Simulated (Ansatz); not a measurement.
# GeHF (triplet): the correlation ladder, cc-pVDZ

An exercise on one series of results from a longer session: the logs are not shown, and one member is left open.

Method: cc-pVDZ, core rule «outside noble gas», up to 15 orbitals frozen; program: Ansatz 0.2.0, Gaussian basis.

To be run: UHF; CCSD(T) on ROHF; CCSD(T) on UHF; BCCD(T) on ROHF; CISD; CCSDT(Q) on ROHF; CCSDT(Q) on UHF; CCSDTQ on ROHF; CCSDTQ on UHF.

10 further runs of the same task are left out: 7 for a known fault of the program, 3 set aside as unsound or not needed.

## The geometry

The geometry is a PBE0/def2-TZVP stationary point (not a proven minimum) of the parent state, kept for this charge and spin. No spin-orbit coupling is included. The filled d shell of Ge may be among the frozen orbitals whatever the setting's name suggests; the logs give the count.

3 atoms, charge 0, spin multiplicity 3.

Atoms are counted from 1 here; the program's logs count them from 0.

Bond lengths: Ge1–F2 1.757 Å, Ge1–H3 1.609 Å. Angles: F2–Ge1–H3 94.2°.

The first run:

in.yaml reads:

```yaml
crystal:
  periodic: [false, false, false]
  atoms:
    - {symbol: Ge, position_ang: [0.000000, -0.031999, 0.357936]}
    - {symbol: F, position_ang: [0.000000, 0.039207, -1.397243]}
    - {symbol: H, position_ang: [0.000000, 1.567096, 0.540598]}
basis:
  gaussian: {orbitals: cc-pVDZ}
magnetization: {spin_polarized: true, initial_magnetization: 2}
hamiltonian: {xc: hf}
output: {orbitals: {seedname: orbitals}}
```

Run with:

```console
ansatz run in.yaml --threads 1 --pin off --events-out ev --progress --plain --max-ram 4096MiB --backend cpu
```

Steps of the session up to this table: UHF; CCSD(T) on ROHF; CCSD(T) on UHF; BCCD(T) on ROHF; CISD; CCSDT(Q) on ROHF; CCSDT(Q) on UHF; CCSDTQ on ROHF; CCSDTQ on UHF.

One table of the session follows, with a row left open; its other results are not shown here.

It belongs to the step «Misses and costs». 

| method | from UCCSDTQ (meV) |
| --- | --- |
| ROHF | +7532.4 |
| UHF | +7432.3 |
| RMP2 | +618.9 |
| UMP2 | +593.5 |
| RCCSD | +189.3 |
| UCCSD | +176.8 |
| RCCSD(T) | +44.8 |
| UCCSD(T) | +34.3 |
| BCCD(T) | +40.5 |
| RCCSDT | +24.6 |
| UCCSDT | +14.6 |
| RCCSDT(Q) | +11.2 |
| UCCSDT(Q) | ? |
| RCCSDTQ | +10.0 |
| UCCSDTQ | 0 |

Q: Estimate the row for UCCSDT(Q) from the others.

**Answer.** from UCCSDTQ (meV): -2.4. In the column «from UCCSDTQ (meV)» it is the lowest.

To keep in mind: Restricted and unrestricted rows rest on different reference determinants; where their highest levels disagree by more than a few hundredths of an eV, they describe different states and don't form one ladder.
